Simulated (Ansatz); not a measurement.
# SiGeH₄ (singlet): from Hartree-Fock to the top rungs at a displaced geometry (v1), cc-pVDZ

The task here is to estimate one member of a computed series from the others.

Computed with Ansatz 0.2.0, Gaussian basis. Level: cc-pVDZ, core rule «outside noble gas», up to 19 orbitals frozen.

Plan: UHF; CCSD(T) on RHF; CCSD(T) on UHF; BCCD(T) on RHF; CISD; CCSDT(Q) on RHF; CASSCF and MRCISD+Q, 8 electrons in 8 orbitals; CASSCF and NEVPT2, 8 electrons in 8 orbitals.

9 further runs of the same task are left out: 3 that didn't finish, 6 set aside as unsound or not needed.

## The system

The geometry is a PBE0/def2-TZVP stationary point (not a proven minimum) with its atoms shifted at random (size 0.040 Å). No spin-orbit coupling is included. The filled d shell of Ge may be among the frozen orbitals whatever the setting's name suggests; the logs give the count.

6 atoms, charge 0, spin multiplicity 1.

Atoms are counted from 1 here; the program's logs count them from 0.

Bond lengths: Si1–Ge2 2.440 Å, Si1–H3 1.570 Å, Ge2–H4 1.552 Å, Ge2–H5 1.495 Å, Ge2–H6 1.580 Å. Angles: Ge2–Si1–H3 87.2°, Si1–Ge2–H4 115.1°, Si1–Ge2–H5 112.7°, Si1–Ge2–H6 111.1°, H4–Ge2–H5 108.6°, H4–Ge2–H6 104.7°, H5–Ge2–H6 103.8°.

Coordinates:

```
Si    0.0013   -0.0819    1.7787
Ge    0.0010    0.0082   -0.6597
H     0.0511    1.4870    1.7599
H    -0.0852   -1.3695   -1.3684
H     1.1738    0.7555   -1.2086
H    -1.2448    0.8162   -1.1988
```

Set-up of the first run:

Contents of in.yaml:

```yaml
crystal:
  periodic: [false, false, false]
  atoms:
    - {symbol: Si, position_ang: [0.001279, -0.081919, 1.778661]}
    - {symbol: Ge, position_ang: [0.000965, 0.008235, -0.659731]}
    - {symbol: H, position_ang: [0.051097, 1.486966, 1.759913]}
    - {symbol: H, position_ang: [-0.085199, -1.369542, -1.368355]}
    - {symbol: H, position_ang: [1.173755, 0.755524, -1.208550]}
    - {symbol: H, position_ang: [-1.244802, 0.816156, -1.198765]}
basis:
  gaussian: {orbitals: cc-pVDZ}
magnetization: {spin_polarized: true, initial_magnetization: 0}
hamiltonian: {xc: hf}
output: {orbitals: {seedname: orbitals}}
```

Started as:

```sh
> ansatz run in.yaml --threads 1 --pin off --events-out ev --progress --plain --max-ram 2393MiB
```

Among the steps run: UHF; CCSD(T) on RHF; CCSD(T) on UHF; BCCD(T) on RHF; CISD; CCSDT(Q) on RHF; CASSCF and MRCISD+Q, 8 electrons in 8 orbitals; CASSCF and NEVPT2, 8 electrons in 8 orbitals.

One of the session's tables, all rows but one given; the rest of the session is left out.

```
           method  from RCCSDT(Q) (kcal/mol)
              RHF                    +149.45
              UHF                    +147.11
             RMP2                     +34.69
             UMP2                     +37.97
             CISD                     +18.85
            RCCSD                          ?
            UCCSD                      +4.98
         RCCSD(T)                      +0.96
         UCCSD(T)                      +1.16
          BCCD(T)                      +0.94
           RCCSDT                      +0.19
        RCCSDT(Q)                          0
  CASSCF frontier                    +109.39
  NEVPT2 frontier                     +32.10
  MRCISD frontier                     +10.49
MRCISD+Q frontier                      +1.04
```

**Question.** Estimate the row for RCCSD.

**Answer.** from RCCSDT(Q) (kcal/mol): +4.71. In the column «from RCCSDT(Q) (kcal/mol)» it lies between UCCSD(T) (+1.16) and UCCSD (+4.98).

Caveats from the session: Warnings: restricted reference is unstable; spin contamination. Restricted and unrestricted rows rest on different reference determinants; where their highest levels disagree by more than a few hundredths of an eV, they describe different states and don't form one ladder.
